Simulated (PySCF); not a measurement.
# One shape, several levels: CH6BCl2N (SMILES C[B-]([NH3+])(Cl)Cl)

Aim: a comparison of 4 runs (HF/STO-3G, HF/3-21G, B3LYP/6-31G*, B3LYP/6-311G**) of CH6BCl2N. Input form: a Python script.

The calculation is run with PySCF 2.14.0.

## Step 1: The system as given

CH6BCl2N has 11 atoms, charge 0, and is taken as a singlet. SMILES: `C[B-]([NH3+])(Cl)Cl`. The shape is that of a PBE0-D4/def2-TZVP optimisation.

Bond lengths: C1–B2 1.585 Å, B2–N3 1.625 Å, B2–Cl4 1.853 Å, B2–Cl5 1.853 Å, C1–H6 1.092 Å, C1–H7 1.095 Å, C1–H8 1.095 Å, N3–H9 1.017 Å, N3–H10 1.017 Å, N3–H11 1.017 Å. Some angles: C1–B2–N3 109.8°, C1–B2–Cl4 113.8°, C1–B2–Cl5 113.8°, N3–B2–Cl4 103.0°, N3–B2–Cl5 103.0°, Cl4–B2–Cl5 112.2°, B2–C1–H6 109.7°, B2–C1–H7 112.3°, B2–C1–H8 112.3°, B2–N3–H9 109.0°.

## Step 2: Energy and gradient at HF/STO-3G (run 1)

Contents of calc.py:

```python
import pyscf.grad
from pyscf import gto, scf

mol = gto.M(
    atom=[
    ('C', (-1.212400, 0.255400, 0.570800)),
    ('B', (0.011000, 0.415500, -0.424800)),
    ('N', (1.148000, -0.694800, -0.083500)),
    ('Cl', (-0.410800, 0.052000, -2.192200)),
    ('Cl', (0.922500, 2.018000, -0.237700)),
    ('H', (-1.975200, 1.001600, 0.340500)),
    ('H', (-0.920400, 0.409200, 1.615300)),
    ('H', (-1.690500, -0.726400, 0.486300)),
    ('H', (1.926300, -0.581300, -0.728700)),
    ('H', (1.493500, -0.572200, 0.865000)),
    ('H', (0.773300, -1.634100, -0.190600)),
],
    basis='sto-3g',
    verbose=3,
    max_memory=1860,
)

mf = scf.RHF(mol)
mf.conv_tol = 1e-10
mf.kernel()
if not mf.converged:
    mf = mf.newton().run(mf.mo_coeff, mf.mo_occ)

e_final = mf.e_tot
print(f'total energy: {e_final:.8f} hartree')
grad = mf.Gradients().kernel()
mf.analyze()
```

Launch:

```
$ OMP_NUM_THREADS=1 python calc.py
```

What it wrote:

```text
converged SCF energy = -1028.30979175942
total energy: -1028.30979176 hartree
--------------- RHF gradients ---------------
         x                y                z
0 C     0.0135371129     0.0016483113    -0.0110081886
1 B     0.0020924110    -0.0052734645     0.0038488791
2 N     0.0127985294    -0.0129229101     0.0043676294
3 Cl     0.0016995917     0.0024065016     0.0055804659
4 Cl    -0.0033384536    -0.0050305253    -0.0018128849
5 H    -0.0051184596     0.0048534256    -0.0013954748
6 H     0.0020222175     0.0025248622     0.0084803477
7 H    -0.0047651048    -0.0074562434    -0.0015251981
8 H    -0.0158721338     0.0006932302     0.0101277266
9 H    -0.0075888481     0.0003479076    -0.0172304178
10 H     0.0045331373     0.0182089047     0.0005671153
----------------------------------------------
**** MO energy ****
MO #1   energy= -103.60170355298   occ= 2
MO #2   energy= -103.601688563306  occ= 2
MO #3   energy= -15.5562239199938  occ= 2
MO #4   energy= -11.000012125736   occ= 2
MO #5   energy= -10.2932099942447  occ= 2
MO #6   energy= -10.2931860664757  occ= 2
MO #7   energy= -7.7365827519597   occ= 2
MO #8   energy= -7.73648619238976  occ= 2
MO #9   energy= -7.7323328162719   occ= 2
MO #10  energy= -7.73232071046565  occ= 2
MO #11  energy= -7.7321311386714   occ= 2
MO #12  energy= -7.73197194097815  occ= 2
MO #13  energy= -7.49096824730756  occ= 2
MO #14  energy= -1.28540421026739  occ= 2
MO #15  energy= -0.996967036878726 occ= 2
MO #16  energy= -0.947285317420249 occ= 2
MO #17  energy= -0.895832139496632 occ= 2
MO #18  energy= -0.756270622589797 occ= 2
MO #19  energy= -0.752985701243789 occ= 2
MO #20  energy= -0.692062657076701 occ= 2
MO #21  energy= -0.533963786230509 occ= 2
MO #22  energy= -0.523022342653563 occ= 2
MO #23  energy= -0.481503722487097 occ= 2
MO #24  energy= -0.445739474589632 occ= 2
MO #25  energy= -0.408170290364866 occ= 2
MO #26  energy= -0.358795293671559 occ= 2
MO #27  energy= -0.351966154959595 occ= 2
MO #28  energy= -0.335039805886421 occ= 2
MO #29  energy= -0.331140736026153 occ= 2
MO #30  energy= 0.450345214389926  occ= 0
MO #31  energy= 0.457541916725537  occ= 0
MO #32  energy= 0.484066372244739  occ= 0
MO #33  energy= 0.538785519692508  occ= 0
MO #34  energy= 0.562003347546911  occ= 0
MO #35  energy= 0.575566290045781  occ= 0
MO #36  energy= 0.73876224159833   occ= 0
MO #37  energy= 0.750924461550247  occ= 0
MO #38  energy= 0.751760402075092  occ= 0
MO #39  energy= 0.764772194375731  occ= 0
 ** Mulliken atomic charges  **
charge of    0C =     -0.18587
charge of    1B =      0.17249
charge of    2N =     -0.11314
charge of    3Cl =     -0.28947
charge of    4Cl =     -0.28949
charge of    5H =      0.04599
charge of    6H =      0.02412
charge of    7H =      0.02413
charge of    8H =      0.20808
charge of    9H =      0.20158
charge of   10H =      0.20158
Dipole moment(X, Y, Z, Debye):  3.35045, -5.78828,  3.53650
```

It took 4.2 s on 1 thread of Intel Xeon at 2.70GHz, shared host; peak memory 0.12 GiB.

## Step 3: Energy and forces at HF/3-21G (run 2)

Contents of input.py:

```python
import pyscf.grad
from pyscf import gto, scf

mol = gto.M(
    atom='''
C     -2.291104     0.482636     1.078656
B      0.020787     0.785181    -0.802756
N      2.169406    -1.312982    -0.157792
Cl    -0.776299     0.098266    -4.142658
Cl     1.743272     3.813467    -0.449188
H     -3.732587     1.892750     0.643452
H     -1.739304     0.773276     3.052475
H     -3.194582    -1.372697     0.918974
H      3.640179    -1.098498    -1.377043
H      2.822306    -1.081301     1.634613
H      1.461325    -3.088001    -0.360182
''',
    unit='bohr',
    basis='3-21g',
    verbose=3,
    max_memory=1860,
    charge=0,
)

mf = scf.RHF(mol)
mf.conv_tol = 1e-10
mf.kernel()
if not mf.converged:
    mf = mf.newton().run(mf.mo_coeff, mf.mo_occ)

e_final = mf.e_tot
print('Final energy', e_final)
grad = mf.Gradients().kernel()
mf.analyze()
```

Launch:

```
$ OMP_NUM_THREADS=1 python input.py
```

What it wrote:

```text
converged SCF energy = -1034.55795831005
Final energy -1034.5579583100503
--------------- RHF gradients ---------------
         x                y                z
0 C     0.0068621896    -0.0002171709    -0.0045468971
1 B     0.0103429417     0.0088197071    -0.0159489299
2 N    -0.0120742592     0.0112900235    -0.0030456779
3 Cl     0.0062818275     0.0044441961     0.0226840668
4 Cl    -0.0110290999    -0.0210895238    -0.0026975052
5 H    -0.0029067123     0.0029794913    -0.0010196109
6 H     0.0007989942     0.0009124348     0.0044099850
7 H    -0.0024038183    -0.0037893439    -0.0003282566
8 H     0.0013990236    -0.0001003904    -0.0008569505
9 H     0.0021580342    -0.0004517765     0.0018268994
10 H     0.0005708790    -0.0027976473    -0.0004771232
----------------------------------------------
**** MO energy ****
MO #1   energy= -104.056010998296  occ= 2
MO #2   energy= -104.055819872896  occ= 2
MO #3   energy= -15.6183195808851  occ= 2
MO #4   energy= -11.138643313985   occ= 2
MO #5   energy= -10.4521500661015  occ= 2
MO #6   energy= -10.4515582023207  occ= 2
MO #7   energy= -7.915204845496    occ= 2
MO #8   energy= -7.91508691643795  occ= 2
MO #9   energy= -7.91189807644274  occ= 2
MO #10  energy= -7.91184102408094  occ= 2
MO #11  energy= -7.91173668214883  occ= 2
MO #12  energy= -7.91160255508848  occ= 2
MO #13  energy= -7.64597130144086  occ= 2
MO #14  energy= -1.3061958886315   occ= 2
MO #15  energy= -1.09125998360318  occ= 2
MO #16  energy= -1.05031584658378  occ= 2
MO #17  energy= -0.94825722127778  occ= 2
MO #18  energy= -0.775859335361901 occ= 2
MO #19  energy= -0.772068283256888 occ= 2
MO #20  energy= -0.731401157761568 occ= 2
MO #21  energy= -0.589962214768191 occ= 2
MO #22  energy= -0.566282707480917 occ= 2
MO #23  energy= -0.523181864003185 occ= 2
MO #24  energy= -0.514373964150504 occ= 2
MO #25  energy= -0.477768473496904 occ= 2
MO #26  energy= -0.438058259130601 occ= 2
MO #27  energy= -0.42725443806623  occ= 2
MO #28  energy= -0.41147485262577  occ= 2
MO #29  energy= -0.406097801833091 occ= 2
MO #30  energy= 0.183595626528678  occ= 0
MO #31  energy= 0.242164102823025  occ= 0
MO #32  energy= 0.248138976206691  occ= 0
MO #33  energy= 0.284209973577466  occ= 0
MO #34  energy= 0.296890581444723  occ= 0
MO #35  energy= 0.30754398389173   occ= 0
MO #36  energy= 0.34610585647471   occ= 0
MO #37  energy= 0.361807931855392  occ= 0
MO #38  energy= 0.389598624052601  occ= 0
MO #39  energy= 0.479477291516573  occ= 0
MO #40  energy= 0.706360947752731  occ= 0
MO #41  energy= 0.708064980206396  occ= 0
MO #42  energy= 0.731983958258703  occ= 0
MO #43  energy= 0.776618104348575  occ= 0
MO #44  energy= 0.807890562955121  occ= 0
MO #45  energy= 0.821524651801887  occ= 0
MO #46  energy= 0.830323602976852  occ= 0
MO #47  energy= 0.853701956177868  occ= 0
MO #48  energy= 0.877140133924779  occ= 0
MO #49  energy= 0.908675564096998  occ= 0
MO #50  energy= 1.03662149157537   occ= 0
MO #51  energy= 1.04384424658045   occ= 0
MO #52  energy= 1.12484509446074   occ= 0
MO #53  energy= 1.13406472507537   occ= 0
MO #54  energy= 1.21991008300172   occ= 0
MO #55  energy= 1.23295267423186   occ= 0
MO #56  energy= 1.27361315579326   occ= 0
MO #57  energy= 1.33951499339208   occ= 0
MO #58  energy= 1.35952234011755   occ= 0
MO #59  energy= 1.36978985797104   occ= 0
MO #60  energy= 1.47484893580958   occ= 0
MO #61  energy= 1.53229836635752   occ= 0
MO #62  energy= 1.54075160896707   occ= 0
MO #63  energy= 1.60794590453237   occ= 0
MO #64  energy= 2.22642391060214   occ= 0
MO #65  energy= 2.82033411436308   occ= 0
 ** Mulliken atomic charges  **
charge of    0C =     -0.39365
charge of    1B =      0.17714
charge of    2N =     -0.30291
charge of    3Cl =     -0.28003
charge of    4Cl =     -0.28005
charge of    5H =      0.11529
charge of    6H =      0.08418
charge of    7H =      0.08421
charge of    8H =      0.26928
charge of    9H =      0.26327
charge of   10H =      0.26326
Dipole moment(X, Y, Z, Debye):  3.09823, -5.70587,  3.62554
```

Wall time 3.6 s (1 thread of Intel Xeon at 2.70GHz, shared host); peak memory 0.14 GiB.

Run 3 isn't shown in full; the table further down has it.

## Step 4: Energy and gradient at B3LYP/6-311G(d,p) (run 4)

Contents of job.py:

```python
from pyscf import gto, dft

mol = gto.Mole()
mol.atom = '''
C     -2.291104     0.482636     1.078656
B      0.020787     0.785181    -0.802756
N      2.169406    -1.312982    -0.157792
Cl    -0.776299     0.098266    -4.142658
Cl     1.743272     3.813467    -0.449188
H     -3.732587     1.892750     0.643452
H     -1.739304     0.773276     3.052475
H     -3.194582    -1.372697     0.918974
H      3.640179    -1.098498    -1.377043
H      2.822306    -1.081301     1.634613
H      1.461325    -3.088001    -0.360182
'''
mol.verbose = 4
mol.max_memory = 1860
mol.spin = 0
mol.unit = 'bohr'
mol.basis = '6-311g**'
mol.build()

calc0 = dft.RKS(mol)
calc0.xc = 'b3lyp'
calc0.grids.level = 5
calc0.conv_tol = 1e-10
calc0.kernel()
if not calc0.converged:
    calc0 = calc0.newton().run(calc0.mo_coeff, calc0.mo_occ)

energy = calc0.e_tot
print('E(%s) = %.9f' % ('B3LYP', energy))
grad = calc0.nuc_grad_method().kernel()
calc0.analyze()
```

Launch:

```
$ OMP_NUM_THREADS=1 python job.py
```

What it wrote:

```text
PySCF version 2.14.0

[... 100 lines left out ...]
Two-electron Coulomb Energy =          747.366066686004274
[... 14 lines left out ...]
MO #12  energy= -7.18249273093319  occ= 2
[... 12 lines left out ...]
MO #25  energy= -0.356236675323928 occ= 2
[... 12 lines left out ...]
MO #38  energy= 0.164744341515312  occ= 0
[... 12 lines left out ...]
MO #51  energy= 0.397393885453312  occ= 0
[... 12 lines left out ...]
MO #64  energy= 0.845414408865345  occ= 0
[... 12 lines left out ...]
MO #77  energy= 1.14162010232483   occ= 0
[... 12 lines left out ...]
MO #90  energy= 1.66551616209004   occ= 0
[... 12 lines left out ...]
MO #103 energy= 2.16862325098826   occ= 0
[... 12 lines left out ...]
MO #116 energy= 2.62840150565618   occ= 0
[... 12 lines left out ...]
MO #129 energy= 4.63835235339671   occ= 0
[... 12 lines left out ...]
MO #142 energy= 215.746052292151   occ= 0
[... 117 lines left out ...]
pop of  6 H 2px           0.00011
pop of  6 H 2py           0.00009
pop of  6 H 2pz           0.00068
pop of  7 H 1s            0.88961
pop of  7 H 2s            0.00465
pop of  7 H 3s            0.00231
pop of  7 H 2px           0.00033
pop of  7 H 2py           0.00048
pop of  7 H 2pz           0.00007
pop of  8 H 1s            0.71175
pop of  8 H 2s            0.00801
pop of  8 H 3s            0.00563
pop of  8 H 2px           0.00061
pop of  8 H 2py           0.00030
pop of  8 H 2pz           0.00055
pop of  9 H 1s            0.71775
pop of  9 H 2s            0.00706
pop of  9 H 3s            0.00544
pop of  9 H 2px           0.00031
pop of  9 H 2py           0.00033
pop of  9 H 2pz           0.00081
pop of  10 H 1s           0.71776
pop of  10 H 2s           0.00706
pop of  10 H 3s           0.00544
pop of  10 H 2px          0.00049
pop of  10 H 2py          0.00082
pop of  10 H 2pz          0.00014
 ** Mulliken atomic charges  **
charge of    0C =     -0.44527
charge of    1B =      0.10135
charge of    2N =     -0.31080
charge of    3Cl =     -0.24596
charge of    4Cl =     -0.24599
charge of    5H =      0.13182
charge of    6H =      0.10252
charge of    7H =      0.10255
charge of    8H =      0.27315
charge of    9H =      0.26832
charge of   10H =      0.26831
Dipole moment(X, Y, Z, Debye):  2.81173, -4.89880,  3.00923
```

It took 1.7 min on 1 thread of Intel Xeon at 2.70GHz, shared host; peak memory 1.6 GiB.

## Step 5: Overview of the runs

```
run                               level  Cartesian functions  integration grid   energy (Eh)  dipole moment (D)  HOMO energy (eV)  LUMO energy (eV)  wall time
  1                           HF/STO-3G                   no                 –  -1028.309792               7.57             -9.01             12.25      4.2 s
  2                            HF/3-21G                   no                 –  -1034.557958               7.44            -11.05              5.00      3.6 s
  3  B3LYP/6-31G* (Cartesian functions)                  yes                 5  -1041.838373               6.40             -7.34              0.45       51 s
  4                      B3LYP/6-311G**                   no                 5  -1041.941540               6.40             -7.64             -0.48    1.7 min
```

## Step 6: Results

| quantity | value |
| --- | --- |
| run 4: total energy | -1041.94154 Eh |
| run 4: dipole moment | 6.40 D |
| run 4: HOMO energy | -7.64 eV |
| run 4: LUMO energy | -0.48 eV |
| run 4: HOMO–LUMO gap | 7.16 eV |
| run 4: largest force on an atom | 0.438 eV/Å |

In words: The dipole moment (its size) runs from 6.40 D (B3LYP/6-311G**) to 7.57 D (HF/STO-3G). The two ends differ in method and basis. The HOMO–LUMO gap runs from 7.16 eV (B3LYP/6-311G**) to 21.27 eV (HF/STO-3G). In run 1 the basis is minimal, so the values are rough. All runs together took 2.7 min, the longest 1.7 min.
